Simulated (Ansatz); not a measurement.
# C3H7BO (SMILES CB1OC1C) at B3LYP/6-31G(d) (spherical functions)

What is the electronic atomisation energy of C3H7BO at B3LYP/6-31G* (spherical functions)? 

The results are computed with Ansatz 0.2.0.

34 further runs of the same task are left out: 34 set aside as unsound or not needed. Runs told in other sessions of the task aren't counted.

## 1. The molecule

The species is C3H7BO (12 atoms), meant as a singlet with charge 0. As SMILES, `CB1OC1C`. Geometry: relaxed at PBE0-D4/def2-TZVP.

Bond lengths: C1–B2 1.544 Å, B2–O3 1.335 Å, B2–C4 1.517 Å, O3–C4 1.507 Å, C4–C5 1.497 Å, C1–H6 1.092 Å, C1–H7 1.094 Å, C1–H8 1.094 Å, C4–H9 1.089 Å, C5–H10 1.092 Å, C5–H11 1.094 Å, C5–H12 1.094 Å. Some angles: C1–B2–O3 138.6°, C1–B2–C4 157.9°, O3–B2–C4 63.4°, B2–O3–C4 64.2°, B2–C4–O3 52.4°, B2–C4–C5 125.1°, O3–C4–C5 114.6°, B2–C1–H6 112.7°, B2–C1–H7 110.1°, B2–C1–H8 110.3°.

## 2. The energy at B3LYP/6-31G(d) (spherical functions)

Contents of job.yaml:

```yaml
crystal:
  periodic: [false, false, false]
  atoms:
    - {symbol: C, position_ang: [-2.115400, 0.231500, 0.008900]}
    - {symbol: B, position_ang: [-0.616500, 0.286000, 0.375000]}
    - {symbol: O, position_ang: [0.162400, 0.085400, 1.440000]}
    - {symbol: C, position_ang: [0.876400, 0.454200, 0.165400]}
    - {symbol: C, position_ang: [1.795500, -0.603000, -0.363000]}
    - {symbol: H, position_ang: [-2.747100, -0.028900, 0.860100]}
    - {symbol: H, position_ang: [-2.280800, -0.500400, -0.787600]}
    - {symbol: H, position_ang: [-2.443000, 1.195200, -0.392100]}
    - {symbol: H, position_ang: [1.330900, 1.439700, 0.259300]}
    - {symbol: H, position_ang: [1.297300, -1.571500, -0.440800]}
    - {symbol: H, position_ang: [2.679000, -0.722300, 0.271600]}
    - {symbol: H, position_ang: [2.137900, -0.321100, -1.362700]}
basis:
  gaussian:
    orbitals: 6-31G_st_-spherical.json
total_charge: 0
hamiltonian:
  xc: {name: B3LYP}
accuracy: high
output: {orbitals: {seedname: orbitals}}
```

The basis set 6-31G* is read from a file made from the Basis Set Exchange's data (not shown).

Started as:

```
$ ansatz run job.yaml --threads 1 --pin off --max-ram 2610MiB --events-out events.jsonl --progress --plain --runs-dir runs
```

The program printed:

```text
Warning: RAYON_NUM_THREADS=1 ignored (pool sized by the plan → 1); use --threads N
Functional definition: B3LYP
  name "B3LYP"
  parameter a0 = 0.2
  parameter ax = 0.72
  parameter ac = 0.81
  exchange = (1 - a0 - ax)*slater_x + ax*b88_x + a0*exact_x
  correlation = (1 - ac)*vwn_rpa_c + ac*lyp_c
2104 factors; integrals over basis functions are off by at most 3.2e-9 eV
mean field evaluation 1: about -5940.5492 eV, gradient 6.0e1 eV
mean field evaluation 2: about -5935.4698 eV, gradient 7.8e1 eV
mean field evaluation 4: about -5948.5645 eV, gradient 2.4e0 eV
mean field evaluation 8: about -5948.8220 eV, gradient 4.1e-1 eV
mean field evaluation 16: about -5948.8224 eV, gradient 5.5e-5 eV
mean field -5948.82244740 eV, -218.6151926853 hartree, gradient 2.8e-8 eV, S^2 0.000000; 0 other end points of the search recorded, 0 dependent functions left out
reference -5948.82248318 eV, -218.6151940000 hartree; 19, 19 occupied and 65, 65 virtual orbitals, 2104 factors
Total energy: -5948.82248318 eV, -218.6151940000 hartree
```

Wall time 7.5 s (1 thread of Arm Neoverse V2, shared host); peak memory 0.29 GiB.

## 3. The B atom, same level

Contents of input.yaml:

```yaml
crystal:
  periodic: [false, false, false]
  atoms:
    - symbol: B
      position_ang: [0.000000, 0.000000, 0.000000]
basis:
  gaussian:
    orbitals: 6-31G_st_-spherical.json
magnetization:
  spin_polarized: true
  initial_magnetization: 1
hamiltonian:
  xc: {name: B3LYP}
accuracy: high
```

The basis set 6-31G* is read from a file made from the Basis Set Exchange's data (not shown).

Started as:

```
$ ansatz run input.yaml --threads 1 --pin off --max-ram 2610MiB --events-out events.jsonl --progress --plain --runs-dir runs
```

The program printed, cut to the lines that bear on the results:

```text
Warning: RAYON_NUM_THREADS=1 ignored (pool sized by the plan → 1); use --threads N
[... 7 set-up lines as earlier in the session ...]
96 factors; integrals over basis functions are off by at most 1.6e-9 eV
mean field evaluation 1: about -670.8243 eV, gradient 2.4e0 eV
mean field evaluation 2: about -670.8673 eV, gradient 4.0e-1 eV
mean field evaluation 4: about -670.8638 eV, gradient 3.8e-1 eV
mean field evaluation 8: about -670.8650 eV, gradient 2.7e-4 eV
mean field evaluation 16: about -670.8650 eV, gradient 2.6e-7 eV
mean field -670.86501431 eV, -24.6538345473 hartree, gradient 5.6e-8 eV, S^2 0.751604; 0 other end points of the search recorded, 0 dependent functions left out
reference -670.86503643 eV, -24.6538353600 hartree; 3, 2 occupied and 11, 12 virtual orbitals, 96 factors
Total energy: -670.86503643 eV, -24.6538353600 hartree
```

It took 0.32 s on 1 thread of Arm Neoverse V2, shared host.

## 4. The C atom at the same level

Contents of job.yaml:

```yaml
crystal:
  periodic: [false, false, false]
  atoms:
    - {symbol: C, position_ang: [0.000000, 0.000000, 0.000000]}
basis:
  gaussian:
    orbitals: 6-31G_st_-spherical.json
accuracy: high
magnetization:
  spin_polarized: true
  initial_magnetization: 2
hamiltonian:
  xc: {name: B3LYP}
```

The basis set 6-31G* is read from a file made from the Basis Set Exchange's data (not shown).

Run the same way, it converges to -37.84469 Eh (log not shown).

## 5. The H atom, same level

Contents of run.yaml:

```yaml
crystal:
  periodic: [false, false, false]
  atoms:
    - symbol: H
      position_ang: [0.000000, 0.000000, 0.000000]
basis:
  gaussian: {orbitals: "6-31G*"}
magnetization: {spin_polarized: true, initial_magnetization: 1}
hamiltonian: {xc: {name: B3LYP}}
accuracy: high
```

Run the same way, it converges to -0.50027 Eh (log not shown).

## 6. The O atom at the same level

Contents of run.yaml:

```yaml
crystal:
  periodic: [false, false, false]
  atoms:
    - {symbol: O, position_ang: [0.000000, 0.000000, 0.000000]}
basis:
  gaussian:
    orbitals: 6-31G_st_-spherical.json
accuracy: high
magnetization:
  spin_polarized: true
  initial_magnetization: 2
hamiltonian:
  xc: {name: B3LYP}
```

The basis set 6-31G* is read from a file made from the Basis Set Exchange's data (not shown).

Run the same way, it converges to -75.05940 Eh (log not shown).

## 7. Summary of results

At B3LYP/6-31G* (spherical functions):

```
                     quantity          value
       molecule: total energy  -218.61519 Eh
        molecule: HOMO energy       -6.96 eV
        molecule: LUMO energy        0.57 eV
      molecule: HOMO–LUMO gap        7.53 eV
         B atom: total energy   -24.65384 Eh
                 B atom: ⟨S²⟩          0.752
         C atom: total energy   -37.84469 Eh
                 C atom: ⟨S²⟩          2.002
         H atom: total energy    -0.50027 Eh
                 H atom: ⟨S²⟩          0.750
         O atom: total energy   -75.05940 Eh
                 O atom: ⟨S²⟩          2.002
electronic atomisation energy      50.775 eV
```

**Reading.** Taking the molecule apart into free atoms costs 50.78 eV (1171 kcal/mol), before zero-point energy and without spin-orbit coupling.
